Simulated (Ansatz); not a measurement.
Consider vertical spin-state energies of C2H7AlBN, SMILES BN[CH]1[CH2][AlH]1 (Ansatz 0.2.0 through its Python package).

Input file `c2h7albn.xyz`:
```text
12

B    -0.62230    1.72210    0.86670
N    -0.46740    0.25160    0.89220
C     0.51270   -0.10780   -0.11270
C     0.68850   -1.60870   -0.31420
Al   -0.19760   -0.68400   -1.87880
H    -0.42750    2.44300    1.80340
H    -1.08070    2.28360   -0.11160
H    -0.03510    0.04150    1.82910
H     1.54790    0.38790    0.05580
H    -0.08120   -2.21830    0.33480
H     1.63210   -2.00490   -0.45270
H    -1.39250   -0.56110   -2.87800
```

`run_spin.py`:
```python
"""Vertical spin-state energies of C2H7AlBN."""

import ansatz as az


def main() -> None:
    system = az.Crystal.molecule_from_extxyz("c2h7albn.xyz")

    base = (
        system.calculation()
        .basis(gaussian="def2-TZVP")
        .functional("r2scan")
    )
    found = {}
    for unpaired in [0, 2]:
        report = base.spin("collinear", total=unpaired).run(threads=1).report
        s = unpaired / 2
        found[unpaired] = report["free_energy_ev"]
        print(f"2S+1 = {unpaired + 1}: E = {found[unpaired]:.5f} eV, <S^2> = {abs(report['mean_field']['state']['spin_squared']):.3f} (pure state {s * (s + 1):.2f})")
    lowest = min(found, key=found.get)
    for unpaired, e in found.items():
        print(f"multiplicity {unpaired + 1}: {23.060548 * (e - found[lowest]):.1f} kcal/mol above the lowest")


if __name__ == "__main__":
    main()
```

Which spin state is lowest at this geometry, and how far above lie the others?

In order: multiplicity 1 (+0.00 eV) and multiplicity 3 (+1.30 eV), all at the one geometry.

The output:

```console
$ python run_spin.py
2S+1 = 1: E = -10946.86190 eV, <S^2> = 0.000 (pure state 0.00)
2S+1 = 3: E = -10945.55723 eV, <S^2> = 2.006 (pure state 2.00)
multiplicity 1: 0.0 kcal/mol above the lowest
multiplicity 3: 30.1 kcal/mol above the lowest
```

Notes:
- Total energies depend on the basis set; only differences at equal settings carry meaning.
- The geometry is a force-field or estimated start, not a minimum of this method, and the basis set is short of its limit. All parts are taken at fixed geometry, without zero-point energy.
- Run time: 63 s on 1 thread of AMD EPYC 7R43 64-Core Processor (Zen 3) (shared host), peak memory 0.42 GiB.

(Lines on the test bed's own set-up are left out of the output.)
